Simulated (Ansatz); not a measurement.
# ClGeH5OS: the cost of one run

Program: Ansatz 0.2.0. Level of theory: RKS B3LYP/def2-SVP. These are calculated values, not measurements.

## (1) The system as given

Bond lengths: Ge1–Cl2 2.570 Å, Ge1–H3 1.550 Å, Ge1–O4 1.769 Å, O4–H5 1.010 Å, Ge1–H6 1.549 Å, Ge1–S7 2.550 Å, S7–H8 1.400 Å, Cl2–H9 1.542 Å, S7–H9 1.586 Å. Angles (14 of 16 angles, heavy atoms first): Cl2–Ge1–O4 109.5°, Cl2–Ge1–S7 71.6°, O4–Ge1–S7 64.5°, Ge1–Cl2–H9 70.8°, Cl2–Ge1–H3 109.5°, Cl2–Ge1–H6 109.5°, H3–Ge1–O4 109.5°, H3–Ge1–S7 75.6°, O4–Ge1–H6 109.5°, H6–Ge1–S7 173.5°, Ge1–O4–H5 109.5°, Ge1–S7–H8 109.5°, Ge1–S7–H9 71.0°, Cl2–H9–S7 146.6°.

Structure file:

```xyz
9

Ge    0.0000    0.0000    0.0000
Cl    0.0000    0.0000    2.5700
H     1.4616    0.0000   -0.5162
O    -0.8337    1.4443   -0.5894
H    -1.7915    1.2136   -0.8118
H    -0.7300   -1.2648   -0.5162
S     0.9559    2.2231    0.8041
H     2.0524    1.9848    1.6413
H     0.5753    1.3378    2.0643
```

## (2) A restrained relaxation towards end A

Springs on the bonds that form and break draw the guess towards this end; the thresholds are loose.

File input.yaml:

```yaml
crystal:
  periodic: [false, false, false]
  atoms:
    - { symbol: Ge, position_ang: [0.0, 0.0, 0.0] }
    - { symbol: Cl, position_ang: [0.0, 0.0, 2.57] }
    - { symbol: H, position_ang: [1.4616, 0.0, -0.5162] }
    - { symbol: O, position_ang: [-0.8337, 1.4443, -0.5894] }
    - { symbol: H, position_ang: [-1.7915, 1.2136, -0.8118] }
    - { symbol: H, position_ang: [-0.73, -1.2648, -0.5162] }
    - { symbol: S, position_ang: [0.9559, 2.2231, 0.8041] }
    - { symbol: H, position_ang: [2.0524, 1.9848, 1.6413] }
    - { symbol: H, position_ang: [0.5753, 1.3378, 2.0643] }
basis:
  gaussian: { orbitals: def2-SVP }
hamiltonian:
  xc: b3lyp
relax:
  f_tol: 0.15
  max_steps: 25
  restrain:
    - { distance: [0, 6], at: 3.45, k: 30.0 }
    - { distance: [8, 1], at: 2.57, k: 30.0 }
    - { distance: [0, 1], at: 2.22, k: 30.0 }
    - { distance: [8, 6], at: 1.4, k: 30.0 }
```

Launch:

```console
$ ansatz run input.yaml --threads 2 --pin off --max-ram 3072MiB --backend cpu --events-out ev --progress --plain --runs-dir out
```

What time and memory should one allow on 2 threads of AMD EPYC 9R45 (Zen 5), shared host?

About 12 s, with a peak of 0.28 GiB.
